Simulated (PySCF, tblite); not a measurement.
# C3H6BCl2Si radical: geometry, infrared bands and EPR parameters

Wanted: the infrared bands and EPR parameters of C3H6BCl2Si radical (`C=[C][SiH2]CB(Cl)Cl`), by calculation.

Programs: tblite 0.8.0 and PySCF 2.14.0, with density-fitted response routines of our own. Each step states its level of theory. These are calculated values for one molecule in the gas phase, unless marked as measured. Atoms count from 0, in the outputs and in this text.

**1. The molecule as given**

13 atoms, charge 0, multiplicity 2; geometry from: force field or distance geometry start.

Bonds of the start (Å): C0–C1 1.32, C1–Si2 1.87, Si2–C3 1.87, C3–B4 1.58, B4–Cl5 1.85, B4–Cl6 1.84, C0–H7 1.09, C0–H8 1.08, Si2–H9 1.47, Si2–H10 1.48, C3–H11 1.12, C3–H12 1.09.

**2. Relaxing the molecule with GFN2-xTB**

Job settings and geometry (Å):

```
{"job": {"kind": "relax", "xc": "GFN2-xTB", "basis": "xTB"}, "charge": 0, "multiplicity": 2}
C     -2.001300     1.003000    -0.732500
C     -1.461400     0.920100     0.466600
Si    -0.509500    -0.592800     1.002100
C      0.918900    -0.879700    -0.169200
B      1.913600     0.351600    -0.137000
Cl     2.169200     1.345900    -1.678800
Cl     2.892100     0.752100     1.367000
H     -2.546300     1.908200    -1.001800
H     -1.921400     0.192700    -1.448800
H     -0.022700    -0.404300     2.373300
H     -1.417300    -1.756300     0.963000
H      1.460900    -1.804000     0.155400
H      0.520700    -1.036000    -1.177000
```

Command:

```
$ OMP_NUM_THREADS=1 python probes_run.py task.json out
```

The driver reads the jobs from task.json and runs them one after another.

**Question.** This job is followed by: GFN2-xTB harmonic vibrations, gas phase; UKS B3LYP, pcH-1 on B C Cl H Si, non-relativistic, mean-field spin-orbit, GIAO. Predict these results of the whole session: strongest single infrared mode (GFN2-xTB); zero-point energy (GFN2-xTB); g(iso) (B3LYP); ⟨S²⟩; largest a(iso) (averaged by class); surface potential, 1st and 99th percentile.

The runs gave:

| quantity | value |
| --- | --- |
| strongest single infrared mode (GFN2-xTB) | 1070 cm⁻¹, 312 km/mol |
| zero-point energy (GFN2-xTB) | 47.9 kcal/mol |
| g(iso) (B3LYP) | 2.00229 |
| ⟨S²⟩ | 0.758 (exact 0.75) |
| largest a(iso) (averaged by class) | 1H on H7, 190.1 MHz |
| surface potential, 1st and 99th percentile | -0.55 V and 1.16 V |

What this shows: Relaxing lowered the energy by 0.709 eV in 123 steps; the close pair that moved most is B4–Cl5, from 1.852 to 1.730 Å. All 33 modes are real, so the xTB geometry is a minimum. The strongest single mode, at 1070 cm⁻¹, moves mainly B4 and C3. GFN2-xTB is a fitted tight-binding method: band positions and strengths are rough. Its intensities can rank the bands wrongly. Most of the unpaired spin sits on C1 (0.98 e). The isotropic g lies 0.0 ppt below the free-electron value.
